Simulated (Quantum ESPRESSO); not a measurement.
# GaF (F-43m) in Quantum ESPRESSO: a series of runs, part 2 of 2

Quantum ESPRESSO 7.5. The steps go on from the part before.

## Step 3: Phonons, PBE+D2

pw.in reads:

```
&CONTROL
  calculation = 'scf'
  prefix = 'pwscf'
  outdir = './tmp'
  pseudo_dir = './pseudo'
  tprnfor = .true.
  tstress = .true.
  disk_io = 'low'
/
&SYSTEM
  ibrav = 0
  nat = 2
  ntyp = 2
  ecutwfc = 52
  ecutrho = 312
  nbnd = 16
  occupations = 'smearing'
  smearing = 'fd'
  degauss = 0.00367493
  vdw_corr = 'grimme-d2'
/
&ELECTRONS
  conv_thr = 4d-10
  electron_maxstep = 120
  mixing_beta = 0.5
/
ATOMIC_SPECIES
Ga    69.7230 Ga.GGA_PBE-JTH.UPF
F     18.9984 F.GGA_PBE-JTH.UPF
CELL_PARAMETERS angstrom
   0.0000000000    2.8462400000    2.8462400000
   2.8462400000    0.0000000000    2.8462400000
   2.8462400000    2.8462400000    0.0000000000
ATOMIC_POSITIONS crystal
Ga     0.2500000000    0.2500000000    0.2500000000
F      0.0000000000    0.0000000000    0.0000000000
K_POINTS automatic
6 6 6 1 1 1
```

relax.in reads:

```
&CONTROL
  calculation = 'vc-relax'
  prefix = 'pwscf'
  outdir = './tmp'
  pseudo_dir = './pseudo'
  tprnfor = .true.
  tstress = .true.
  disk_io = 'low'
  nstep = 40
  forc_conv_thr = 0.0001
  etot_conv_thr = 1d-06
/
&SYSTEM
  ibrav = 0
  nat = 2
  ntyp = 2
  ecutwfc = 52
  ecutrho = 312
  nbnd = 16
  occupations = 'smearing'
  smearing = 'fd'
  degauss = 0.00367493
  vdw_corr = 'grimme-d2'
/
&ELECTRONS
  conv_thr = 4d-10
  electron_maxstep = 120
  mixing_beta = 0.5
/
&IONS
  ion_dynamics = 'bfgs'
/
&CELL
  cell_dynamics = 'bfgs'
  press = 0
  press_conv_thr = 0.2
/
ATOMIC_SPECIES
Ga    69.7230 Ga.GGA_PBE-JTH.UPF
F     18.9984 F.GGA_PBE-JTH.UPF
CELL_PARAMETERS angstrom
   0.0000000000    2.8462400000    2.8462400000
   2.8462400000    0.0000000000    2.8462400000
   2.8462400000    2.8462400000    0.0000000000
ATOMIC_POSITIONS crystal
Ga     0.2500000000    0.2500000000    0.2500000000
F      0.0000000000    0.0000000000    0.0000000000
K_POINTS automatic
6 6 6 1 1 1
```

gamma.in reads:

```
&CONTROL
  calculation = 'bands'
  prefix = 'pwscf'
  outdir = './tmp'
  pseudo_dir = './pseudo'
  disk_io = 'low'
  verbosity = 'high'
/
&SYSTEM
  ibrav = 0
  nat = 2
  ntyp = 2
  ecutwfc = 52
  ecutrho = 312
  nbnd = 16
  occupations = 'smearing'
  smearing = 'fd'
  degauss = 0.00367493
  vdw_corr = 'grimme-d2'
/
&ELECTRONS
  conv_thr = 1d-08
  electron_maxstep = 120
  mixing_beta = 0.5
  diago_full_acc = .true.
  startingwfc = 'random'
/
ATOMIC_SPECIES
Ga    69.7230 Ga.GGA_PBE-JTH.UPF
F     18.9984 F.GGA_PBE-JTH.UPF
CELL_PARAMETERS angstrom
   0.0000000000    2.7703263120    2.7703263120
   2.7703263120    0.0000000000    2.7703263120
   2.7703263120    2.7703263120    0.0000000000
ATOMIC_POSITIONS crystal
Ga     0.2500000000    0.2500000000    0.2500000000
F      0.0000000000    0.0000000000    0.0000000000
K_POINTS crystal
1
0.0 0.0 0.0 1
```

scf2.in reads:

```
&CONTROL
  calculation = 'scf'
  prefix = 'pwscf'
  outdir = './tmp'
  pseudo_dir = './pseudo'
  tprnfor = .true.
  tstress = .true.
  disk_io = 'low'
/
&SYSTEM
  ibrav = 0
  nat = 2
  ntyp = 2
  ecutwfc = 52
  ecutrho = 312
  nbnd = 16
  occupations = 'fixed'
  vdw_corr = 'grimme-d2'
/
&ELECTRONS
  conv_thr = 1d-13
  electron_maxstep = 120
  mixing_beta = 0.5
  startingpot = 'file'
/
ATOMIC_SPECIES
Ga    69.7230 Ga.GGA_PBE-JTH.UPF
F     18.9984 F.GGA_PBE-JTH.UPF
CELL_PARAMETERS angstrom
   0.0000000000    2.7703263120    2.7703263120
   2.7703263120    0.0000000000    2.7703263120
   2.7703263120    2.7703263120    0.0000000000
ATOMIC_POSITIONS crystal
Ga     0.2500000000    0.2500000000    0.2500000000
F      0.0000000000    0.0000000000    0.0000000000
K_POINTS automatic
6 6 6 1 1 1
```

ph.in reads:

```
phonons of GaF
&INPUTPH
  prefix = 'pwscf'
  outdir = './tmp'
  tr2_ph = 1d-18
  fildyn = 'dyn'
  niter_ph = 90
  alpha_mix(1) = 0.7
  epsil = .true.
/
0.0000000000 0.0000000000 0.0000000000
```

dynmat.in reads:

```
&INPUT
  fildyn = 'dyn'
  asr = 'crystal'
  lperm = .true.
  filout = 'dynmat.disp'
  fileig = 'dynmat.eig'
/
```

dynmat_lo.in reads:

```
&INPUT
  fildyn = 'dyn'
  asr = 'crystal'
  filout = 'dynmat_lo.disp'
  fileig = 'dynmat_lo.eig'
  q(1) = 0
  q(2) = 0
  q(3) = 1
/
```

Potentials or basis: JTH 2.0 PBE.

Started as:

```sh
> OMP_NUM_THREADS=1 pw.x -in pw.in > pw.out
> OMP_NUM_THREADS=1 pw.x -in relax.in > relax.out
> OMP_NUM_THREADS=1 pw.x -in gamma.in > gamma.out
> OMP_NUM_THREADS=1 pw.x -in scf2.in > scf2.out
> OMP_NUM_THREADS=1 ph.x -in ph.in > ph.out
> OMP_NUM_THREADS=1 dynmat.x -in dynmat.in > dynmat.out
> OMP_NUM_THREADS=1 dynmat.x -in dynmat_lo.in > dynmat_lo.out
```

pw.out:

```text
This program is part of the open-source Quantum ESPRESSO suite
     for quantum simulation of materials; please cite
         "P. Giannozzi et al., J. Phys.:Condens. Matter 21 395502 (2009);
         "P. Giannozzi et al., J. Phys.:Condens. Matter 29 465901 (2017);
         "P. Giannozzi et al., J. Chem. Phys. 152 154105 (2020);
     in publications or presentations arising from this work. More details at

     file Ga.GGA_PBE-JTH.UPF: wavefunction(s)  0S 4P 0P 3D 0D renormalized
     file F.GGA_PBE-JTH.UPF: wavefunction(s)  0S 2P 0P renormalized
     Message from routine setup:
     using ibrav=0 with symmetry is DISCOURAGED, use correct ibrav instead

     G-vector sticks info
     --------------------
     sticks:   dense  smooth     PW     G-vecs:    dense   smooth      PW
     Sum        1237     835    253                28811    15665    2733

     Using Slab Decomposition

     bravais-lattice index     =            0
     lattice parameter (alat)  =       7.6065  a.u.
     unit-cell volume          =     311.2011 (a.u.)^3
     number of atoms/cell      =            2
     number of atomic types    =            2
     number of electrons       =        20.00
     number of Kohn-Sham states=           16
     kinetic-energy cutoff     =      52.0000  Ry
     charge density cutoff     =     312.0000  Ry
     scf convergence threshold =      4.0E-10
     mixing beta               =       0.5000
     number of iterations used =            8  plain     mixing
     Exchange-correlation= SLA PW PBX PBC
                           (   1   4   3   4   0   0   0)

     celldm(1)=   7.606509  celldm(2)=   0.000000  celldm(3)=   0.000000
     celldm(4)=   0.000000  celldm(5)=   0.000000  celldm(6)=   0.000000

[... 8 lines left out ...]
               b(3) = (  0.707107  0.707107 -0.707107 )

     PseudoPot. # 1 for Ga read from file:
     Ga.GGA_PBE-JTH.UPF
     Pseudo is Projector augmented-wave + core cor, Zval = 13.0
     Generated using ATOMPAW code
     Shape of augmentation charge: BESSEL
     Using radial grid of 1052 points,  6 beta functions with:
                l(1) =   0
                l(2) =   0
                l(3) =   1
                l(4) =   1
                l(5) =   2
                l(6) =   2
     Q(r) pseudized with 0 coefficients

     PseudoPot. # 2 for F  read from file:
     F.GGA_PBE-JTH.UPF
     Pseudo is Projector augmented-wave + core cor, Zval =  7.0
     Generated using ATOMPAW code
     Shape of augmentation charge: SINC**2
     Using radial grid of  953 points,  4 beta functions with:
                l(1) =   0
                l(2) =   0
                l(3) =   1
                l(4) =   1
     Q(r) pseudized with 0 coefficients

     atomic species   valence    mass     pseudopotential
     Ga               13.00    69.72300     Ga( 1.00)
     F                 7.00    18.99840     F ( 1.00)

     24 Sym. Ops. (no inversion) found

   Cartesian axes

     site n.     atom                  positions (alat units)
         1        Ga     tau(   1) = (   0.3535534   0.3535534   0.3535534  )
         2        F      tau(   2) = (   0.0000000   0.0000000   0.0000000  )

     -------------------------------------------------
     Parameters for Dispersion (Grimme-D2) Correction:
     -------------------------------------------------
       atom      VdW radius       C_6

        Ga         3.118        589.405
        F          2.432         26.018

     number of k points=    28  Fermi-Dirac smearing, width (Ry)=  0.0037
                       cart. coord. in units 2pi/alat
        k(    1) = (   0.0589256   0.0589256   0.0589256), wk =   0.0185185
        k(    2) = (   0.1767767   0.1767767  -0.0589256), wk =   0.0555556
        k(    3) = (   0.2946278   0.2946278  -0.1767767), wk =   0.0555556
        k(    4) = (  -0.2946278  -0.2946278   0.4124790), wk =   0.0555556
        k(    5) = (  -0.1767767  -0.1767767   0.2946278), wk =   0.0555556
        k(    6) = (  -0.0589256  -0.0589256   0.1767767), wk =   0.0555556
[... 20 lines left out ...]
        k(   27) = (   0.2946278   0.2946278   0.2946278), wk =   0.0185185
        k(   28) = (  -0.2946278  -0.2946278   0.8838835), wk =   0.0555556

     Dense  grid:    28811 G-vectors     FFT dimensions: (  45,  45,  45)

     Smooth grid:    15665 G-vectors     FFT dimensions: (  36,  36,  36)

     Initial potential from superposition of free atoms

     starting charge      19.9970, renormalised to      20.0000
     Starting wfcs are   26 randomized atomic wfcs

     Self-consistent Calculation

     iteration #  1     ecut=    52.00 Ry     beta= 0.50
     Davidson diagonalization with overlap
     ethr =  1.00E-02,  avg # of iterations =  6.0

     total energy              =    -337.24808537 Ry
     estimated scf accuracy    <       0.28761273 Ry
[... 64 lines left out ...]
     iteration # 11     ecut=    52.00 Ry     beta= 0.50
     Davidson diagonalization with overlap
     ethr =  1.18E-11,  avg # of iterations =  2.0

     End of self-consistent calculation

          k = 0.0589 0.0589 0.0589 (  1971 PWs)   bands (ev):

   -19.2031 -10.8442 -10.8442 -10.8427 -10.8236 -10.8236  -1.5476  -0.6616
    -0.6616  -0.3888   8.6758   9.1298   9.1298  12.9901  15.9579  15.9597
[... 73 lines left out ...]
   -19.1498 -10.8369 -10.8196 -10.8173 -10.8149 -10.8043  -2.4559  -1.0896
    -1.0413   2.5166   5.0313   8.3943   8.7263  10.5193  13.8849  19.4420

          k =-0.5303 0.1768-0.0589 (  1968 PWs)   bands (ev):

   -19.1558 -10.8345 -10.8284 -10.8218 -10.8160 -10.8019  -2.3993  -1.1054
    -0.9767   2.1321   5.6733   7.9127   8.6543  11.6315  14.8534  17.0521

          k =-0.4125 0.0589 0.0589 (  1983 PWs)   bands (ev):
[... 51 lines left out ...]
   -19.1585 -10.8381 -10.8337 -10.8193 -10.8169 -10.7980  -2.4628  -1.0637
    -0.8395   1.9127   5.6261   7.9011   9.0084  13.1298  14.9186  15.4211

     the Fermi energy is     3.8362 ev

!    total energy              =    -337.36029938 Ry
     total all-electron energy =      -337.360299 Ry
     estimated scf accuracy    <          7.3E-12 Ry
     smearing contrib. (-TS)   =      -0.00000000 Ry
     internal energy E=F+TS    =    -337.36029938 Ry

     The total energy is F=E-TS. E is the sum of the following terms:
     one-electron contribution =    -154.10573330 Ry
     hartree contribution      =      74.70888682 Ry
     xc contribution           =     -27.21759744 Ry
     ewald contribution        =    -106.48210307 Ry
     Dispersion Correction     =      -0.02168329 Ry
     one-center paw contrib.   =    -124.24206910 Ry

     convergence has been achieved in  11 iterations

     Forces acting on atoms (cartesian axes, Ry/au):

     atom    1 type  1   force =    -0.00000000    0.00000000    0.00000000
     atom    2 type  2   force =     0.00000000   -0.00000000   -0.00000000

     Total force =     0.000000     Total SCF correction =     0.000000

     Computing stress (Cartesian axis) and pressure

          total   stress  (Ry/bohr**3)                   (kbar)     P=      -20.22
  -0.00013742   0.00000000  -0.00000000          -20.22        0.00       -0.00
   0.00000000  -0.00013742   0.00000000            0.00      -20.22        0.00
  -0.00000000   0.00000000  -0.00013742           -0.00        0.00      -20.22

=------------------------------------------------------------------------------=
   JOB DONE.
=------------------------------------------------------------------------------=
```

It took 8.8 min on 1 thread of Arm Neoverse V2, shared host; peak memory 0.16 GiB.

Results:

```
Free energy                                             : -4590.0357 eV
Relaxed volume                                          : 21.26 Å³/atom
Relaxed cell                                            : a = 3.918 Å, b = 3.918 Å, c = 3.918 Å, α = 60.00°, β = 60.00°, γ = 60.00°
Space group after relaxing (to 0.05 Å)                  : F-43m (No. 216)
Pressure after relaxing                                 : 0.0 GPa
Electronic dielectric tensor (diagonal)                 : 4.40
Born charges (mean of the diagonal)                     : Ga +1.50; F -1.51 e
Highest phonon frequency at Γ, LO-TO splitting left out : 83 cm⁻¹
Static dielectric tensor (diagonal)                     : 29.57
```

The path:
| step | energy change (eV) | largest force (eV/Å) | pressure (GPa) | volume (Å³) |
| --- | --- | --- | --- | --- |
| 1 | 0.0000 | 0.0000 | -2.02 | 46.12 |
| 2 | -0.0057 | 0.0000 | -1.83 | 45.64 |
| 3 | -0.0129 | 0.0000 | -1.47 | 44.94 |
| 4 | -0.0207 | 0.0000 | -0.90 | 43.89 |
| 5 | -0.0246 | 0.0000 | 0.12 | 42.37 |
| 6 | -0.0246 | 0.0000 | -0.01 | 42.54 |
| 7 | -0.0246 | 0.0000 | 0.00 | 42.52 |

Final structure:
```
Ga F
1.0
     0.00000    2.77033    2.77033
     2.77033    0.00000    2.77033
     2.77033    2.77033    0.00000
Ga F
1 1
Direct
  0.25000 0.25000 0.25000
  0.00000 0.00000 0.00000
```

Phonon frequencies in cm⁻¹ (negative: imaginary):
| q point | frequencies |
| --- | --- |
| (0.000, 0.000, 0.000) | -2 -2 -2 83 83 83 |

Electronic dielectric tensor:
```
4.40 0.00 0.00
0.00 4.40 0.00
0.00 0.00 4.40
```

Born effective charge tensors (e):
atom 1, Ga
```
1.50 0.00 0.00
0.00 1.50 0.00
0.00 0.00 1.50
```
atom 2, F
```
-1.51  0.00  0.00
 0.00 -1.51  0.00
 0.00  0.00 -1.51
```

Optical modes at Γ, degenerate ones joined, polar ones without the macroscopic field:
```
cm⁻¹  components  symmetry     active in  IR intensity, summed ((D/Å)²/amu)
  84           3        T2  IR and Raman                              10.50
```

Zone-centre frequencies without and with the macroscopic field along z (cm⁻¹):
|  | optical modes in rising order |
| --- | --- |
| without | 84 84 84 |
| with the field | 84 84 216 |

Static dielectric tensor, electrons and zone-centre modes:
```
29.57  0.00  0.00
 0.00 29.57  0.00
 0.00  0.00 29.57
```
